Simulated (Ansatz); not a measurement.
# AsAu3: the cost of one run

Computed with Ansatz 0.2.0 (DFT PBE, scalar-relativistic, plane waves, PAW, unless a step's input says otherwise).

### Step 1. The starting structure

The structure is hexagonal, space group P6_3/mmc (No. 194). The conventional cell has a = 5.959 Å, b = 5.959 Å, c = 4.809 Å, α = 90.00°, β = 90.00°, γ = 120.00°. As (site symmetry -6m2) has 12 Au at 2.96 to 2.98 Å as nearest neighbours. Au (site symmetry mm2) has 4 As at 2.96 to 2.98 Å and 8 Au at 2.96 to 2.98 Å as nearest neighbours.

As a file:

```cif
data_structure
_symmetry_space_group_name_H-M 'P 1'
_symmetry_Int_Tables_number 1
_cell_length_a 5.9590
_cell_length_b 5.9590
_cell_length_c 4.8089
_cell_angle_alpha 90.000
_cell_angle_beta 90.000
_cell_angle_gamma 120.000
_cell_volume 147.88
loop_
_atom_site_label
_atom_site_type_symbol
_atom_site_fract_x
_atom_site_fract_y
_atom_site_fract_z
_atom_site_occupancy
As1 As 0.66667 0.33333 0.25000 1
As2 As 0.33333 0.66667 0.75000 1
Au1 Au 0.33366 0.16683 0.75000 1
Au2 Au 0.83317 0.16683 0.75000 1
Au3 Au 0.83317 0.66634 0.75000 1
Au4 Au 0.66634 0.83317 0.25000 1
Au5 Au 0.16683 0.83317 0.25000 1
Au6 Au 0.16683 0.33366 0.25000 1
```

This is candidate A: structure listed in a database for this formula (P6_3/mmc, No. 194).

(A quick probe on a coarse mesh, which set the mesh and smearing, is not shown.)

### Step 3. The relaxation (candidate A)

Input file input.yaml:

```yaml
crystal:
  lattice:
    - [5.9589854558, 0.0, 0.0]
    - [-2.9794927279, 5.1606327855, 0.0]
    - [0.0, 0.0, 4.808907]
  atoms:
    - { symbol: As, position: [0.66666667, 0.33333333, 0.25] }
    - { symbol: As, position: [0.33333333, 0.66666667, 0.75] }
    - { symbol: Au, position: [0.333663, 0.1668315, 0.75] }
    - { symbol: Au, position: [0.8331685, 0.1668315, 0.75] }
    - { symbol: Au, position: [0.8331685, 0.666337, 0.75] }
    - { symbol: Au, position: [0.666337, 0.8331685, 0.25] }
    - { symbol: Au, position: [0.1668315, 0.8331685, 0.25] }
    - { symbol: Au, position: [0.1668315, 0.333663, 0.25] }
basis:
  ecutwfc: 420
kpoints:
  mp_grid: { grid: [6, 6, 8] }
hamiltonian:
  xc: pbe
scf:
  occupations: { method: gaussian, width: 0.1 }
output:
  forces: true
  stress: true
  eigenvalues: true
relax:
  adjacent_minimum: "off"
  f_tol: 0.01
  max_steps: 80
  cell: { stress_tol: 0.05 }
```

Run with:

```
> ansatz run input.yaml --threads 1 --pin off --max-ram 2560MiB --backend cpu --events-out ev --progress --plain --runs-dir out
```

What time and memory should one allow on 1 thread of AMD EPYC 9B45 (Zen 5), shared host?

About 40 s, with a peak of 0.67 GiB.
